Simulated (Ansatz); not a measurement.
Nudged elastic band run: Al

Input file:

```yaml
crystal:
  lattice:
    - [8.1, 0.0, 0.0]
    - [0.0, 8.1, 0.0]
    - [0.0, 0.0, 8.1]
  atoms:
    - { symbol: Al, position: [0.50141507, 7.19e-05, -0.00503167] }
    - { symbol: Al, position: [0.75336262, 0.25422597, 0.00408781] }
    - { symbol: Al, position: [0.73633525, 0.00023719, 0.25002331] }
    - { symbol: Al, position: [-0.00059511, 0.00023429, -0.01459117] }
    - { symbol: Al, position: [0.2482239, 0.25131509, 0.00117437] }
    - { symbol: Al, position: [0.49780132, 0.50015474, -0.0148334] }
    - { symbol: Al, position: [0.75349394, 0.74597303, 0.00421919] }
    - { symbol: Al, position: [0.26526376, 0.0002351, 0.25002313] }
    - { symbol: Al, position: [0.49780426, 0.23532232, 0.25002326] }
    - { symbol: Al, position: [0.68466319, 0.50001989, 0.2498403] }
    - { symbol: Al, position: [0.50141398, 7.198e-05, 0.50495445] }
    - { symbol: Al, position: [0.75352898, 0.25439604, 0.49579798] }
    - { symbol: Al, position: [0.74554756, 7.334e-05, 0.74990864] }
    - { symbol: Al, position: [0.00261776, 0.50001147, -0.05659198] }
    - { symbol: Al, position: [0.24809121, 0.74888311, 0.00130384] }
    - { symbol: Al, position: [0.00261964, 0.1934723, 0.24983813] }
    - { symbol: Al, position: [0.29943464, 0.5000128, 0.24983907] }
    - { symbol: Al, position: [0.49779601, 0.76487658, 0.25002338] }
    - { symbol: Al, position: [-0.00059511, 0.00023426, 0.51447538] }
    - { symbol: Al, position: [0.24805911, 0.25147545, 0.49871302] }
    - { symbol: Al, position: [0.49779843, 0.50015472, 0.51471854] }
    - { symbol: Al, position: [0.75366053, 0.74580286, 0.49566658] }
    - { symbol: Al, position: [0.25541848, 6.967e-05, 0.74990765] }
    - { symbol: Al, position: [0.50141594, 0.24511787, 0.74990783] }
    - { symbol: Al, position: [0.73633154, 0.50015688, 0.75011582] }
    - { symbol: Al, position: [0.00261667, 0.80752083, 0.24983801] }
    - { symbol: Al, position: [0.00261599, 0.50001156, 0.55747361] }
    - { symbol: Al, position: [0.24792584, 0.74872234, 0.49858315] }
    - { symbol: Al, position: [-0.00059284, 0.23555932, 0.75011385] }
    - { symbol: Al, position: [0.26526618, 0.50015593, 0.75011249] }
    - { symbol: Al, position: [0.50141334, 0.75510454, 0.74990785] }
    - { symbol: Al, position: [-0.00059696, 0.76463423, 0.75011413] }
    - { symbol: Al, position: [-0.01080273, 0.50060312, 0.25060576] }
basis:
  ecutwfc: 420.0
kpoints:
  mp_grid: { grid: [3, 3, 3] }
hamiltonian:
  xc: pbe
  dispersion: d3bj
scf:
  occupations: { method: gaussian, width: 0.05 }
  lower_state_search: "off"
  max_iter: 54
neb:
  images: 2
  f_tol: 0.05
  max_iterations: 50
  order_check: false
  climbing: false
  final_atoms:
    - { symbol: Al, position: [0.50146002, -0.00524471, -0.00064741] }
    - { symbol: Al, position: [0.73633125, 0.25036412, 0.0009771] }
    - { symbol: Al, position: [0.75200432, 0.00287925, 0.25277612] }
    - { symbol: Al, position: [-0.0004889, -0.01515637, 0.00095986] }
    - { symbol: Al, position: [0.26542633, 0.25036863, 0.00095799] }
    - { symbol: Al, position: [0.5014497, 0.50454268, -0.00064108] }
    - { symbol: Al, position: [0.74569537, 0.74904441, -0.00063968] }
    - { symbol: Al, position: [0.24971842, 0.00017573, 0.250086] }
    - { symbol: Al, position: [0.49802774, 0.25036774, 0.23484965] }
    - { symbol: Al, position: [0.75388223, 0.49597718, 0.25470923] }
    - { symbol: Al, position: [0.49803104, -0.01532518, 0.50026648] }
    - { symbol: Al, position: [0.68519838, 0.24826318, 0.49882242] }
    - { symbol: Al, position: [0.75328347, 0.00420306, 0.74646899] }
    - { symbol: Al, position: [-0.00048466, 0.51401107, 0.00097374] }
    - { symbol: Al, position: [0.25542979, 0.74903425, -0.00064726] }
    - { symbol: Al, position: [0.00260267, 0.24824388, 0.19644276] }
    - { symbol: Al, position: [0.24787453, 0.49871515, 0.2519067] }
    - { symbol: Al, position: [0.5014595, 0.74903449, 0.24486824] }
    - { symbol: Al, position: [0.00259811, -0.05203712, 0.49881047] }
    - { symbol: Al, position: [0.29988484, 0.24825458, 0.49881576] }
    - { symbol: Al, position: [0.49800351, 0.51418641, 0.50026515] }
    - { symbol: Al, position: [0.73627435, 0.75140489, 0.50026409] }
    - { symbol: Al, position: [0.24846458, 0.00142, 0.74918487] }
    - { symbol: Al, position: [0.49800839, 0.25036647, 0.76439611] }
    - { symbol: Al, position: [0.75519409, 0.49465845, 0.74454093] }
    - { symbol: Al, position: [-0.00048839, 0.75138266, 0.23496483] }
    - { symbol: Al, position: [0.00258866, 0.56230015, 0.49881671] }
    - { symbol: Al, position: [0.26548017, 0.75137761, 0.50026688] }
    - { symbol: Al, position: [0.00259514, 0.24825032, 0.81061275] }
    - { symbol: Al, position: [0.24656472, 0.49745255, 0.74734573] }
    - { symbol: Al, position: [0.50145175, 0.74904086, 0.75468013] }
    - { symbol: Al, position: [-0.00048587, 0.75139659, 0.76427788] }
    - { symbol: Al, position: [-0.01022134, 0.2570234, 0.50482412] }
```

Launched with:

```bash
$ ansatz run input.yaml --threads 4 --pin off --max-ram 10240MiB --backend cpu --events-out ev --progress --plain --runs-dir out
```

Output, in part (warnings, iteration lines):

```
NEB end point (image 0): max|allowed force component| = 1.225e-2 eV/Å (the criterion of neb.relax_end_points is 1.000e-2)
NEB end point (image 3): max|allowed force component| = 1.189e-2 eV/Å (the criterion of neb.relax_end_points is 1.000e-2)
NEB iter   1: max|band force component| = 1.043e1 eV/Å  barrier→ = 5.7705 eV  barrier← = 5.7707 eV  Δτ_max = 0.1995 Å  (25 SCF iters)
NEB iter   2: max|band force component| = 3.961e0 eV/Å  barrier→ = 1.7946 eV  barrier← = 1.7948 eV  Δτ_max = 0.1333 Å  (12 SCF iters)
NEB iter   3: max|band force component| = 1.334e0 eV/Å  barrier→ = 0.7822 eV  barrier← = 0.7823 eV  Δτ_max = 0.0745 Å  (12 SCF iters)
NEB iter   4: max|band force component| = 3.195e-1 eV/Å  barrier→ = 0.6249 eV  barrier← = 0.6251 eV  Δτ_max = 0.0241 Å  (10 SCF iters)
NEB iter   5: max|band force component| = 3.655e-2 eV/Å  barrier→ = 0.6061 eV  barrier← = 0.6063 eV  Δτ_max = 0.0000 Å  (10 SCF iters)
```

The forces met the threshold. No image climbed, so the highest image needn't sit at the top of the path. Limits of this set-up: coarse k mesh, a small cell, in which the defect meets its images.

Final band (atoms are numbered from 1 in the order of the input):

| image | path coordinate (Å) | energy (eV) | Al10–Al33 (Å) | Al14–Al33 (Å) | Al16–Al19 (Å) |
| --- | --- | --- | --- | --- | --- |
| 0 | 0.00 | 0.00 | 2.47 | 2.49 | 2.65 |
| 1 | 1.36 | 0.60 | 2.46 | 2.77 | 2.71 |
| 2 | 2.72 | 0.61 | 2.74 | 3.65 | 3.16 |
| 3 | 4.08 | 0.00 | 3.39 | 4.53 | 3.45 |

The run took 110 s on 4 threads of Intel(R) Xeon(R) Platinum 8488C (Sapphire Rapids), on a shared host, peak memory 2.4 GiB.
